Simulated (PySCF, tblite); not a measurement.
# C₄H₂NO₂ radical: geometry, infrared bands and EPR parameters

What infrared bands and EPR parameters should C₄H₂NO₂ radical (`N#C/C=C/C([O])=O`) show?

Computed with tblite 0.8.0 and PySCF 2.14.0, with density-fitted response routines of our own, on a single molecule in the gas phase. Atoms are numbered from 0 throughout.

## Step 1: Starting geometry

9 atoms, charge 0, multiplicity 2; geometry from: force field or distance geometry start.

Bonds of the start (Å): N0–C1 1.19, C1–C2 1.43, C2–C3 1.33, C3–C4 1.44, C4–O5 1.37, C4–O6 1.28, C2–H7 1.07, C3–H8 1.08.

## Step 2: Relaxing the molecule with GFN2-xTB

What the job is given:

```
{"job": {"kind": "relax", "xc": "GFN2-xTB", "basis": "xTB"}, "charge": 0, "multiplicity": 2}
N      3.216600     0.115600     0.292900
C      2.078500    -0.154700     0.091300
C      0.715000    -0.526400    -0.139600
C     -0.228200     0.382200     0.112600
C     -1.644800     0.169400    -0.058300
O     -2.241900    -0.969200    -0.542500
O     -2.417300     1.142000     0.233500
H      0.426900    -1.486500    -0.524500
H      0.108600     1.333500     0.509400
```

Launch:

```sh
$ OMP_NUM_THREADS=1 python probes_run.py task.json out
```

The driver reads the jobs from task.json and runs them one after another.

**Question.** This job is followed by: GFN2-xTB harmonic vibrations, gas phase; UKS B3LYP, pcH-1 on C H N O, non-relativistic, mean-field spin-orbit, GIAO. Predict these results of the whole session: strongest single infrared mode (GFN2-xTB); zero-point energy (GFN2-xTB); g(iso) (B3LYP); ⟨S²⟩; largest a(iso) (averaged by class); surface potential, 1st and 99th percentile.

The runs gave:

| quantity | value |
| --- | --- |
| strongest single infrared mode (GFN2-xTB) | 1973 cm⁻¹, 332 km/mol |
| zero-point energy (GFN2-xTB) | 31.3 kcal/mol |
| g(iso) (B3LYP) | 2.00340 |
| ⟨S²⟩ | 0.758 (exact 0.75) |
| largest a(iso) (averaged by class) | 13C on C3, 214.5 MHz |
| surface potential, 1st and 99th percentile | -1.35 V and 1.88 V |

In words: The optimisation took 34 steps and gained 1.393 eV; among the close pairs (by a distance rule), C3–C4 changed most, from 1.443 to 1.676 Å. The lowest mode is imaginary (58i cm⁻¹), so the xTB geometry is not a minimum. The strongest single mode, at 1973 cm⁻¹, moves mainly C4. Unscaled tight-binding wavenumbers are off by several per cent, some by more. Its intensities can rank the bands wrongly. The largest spin populations lie on C3 (0.43 e), O6 (0.36 e). The isotropic g lies 1.1 ppt above the free-electron value.
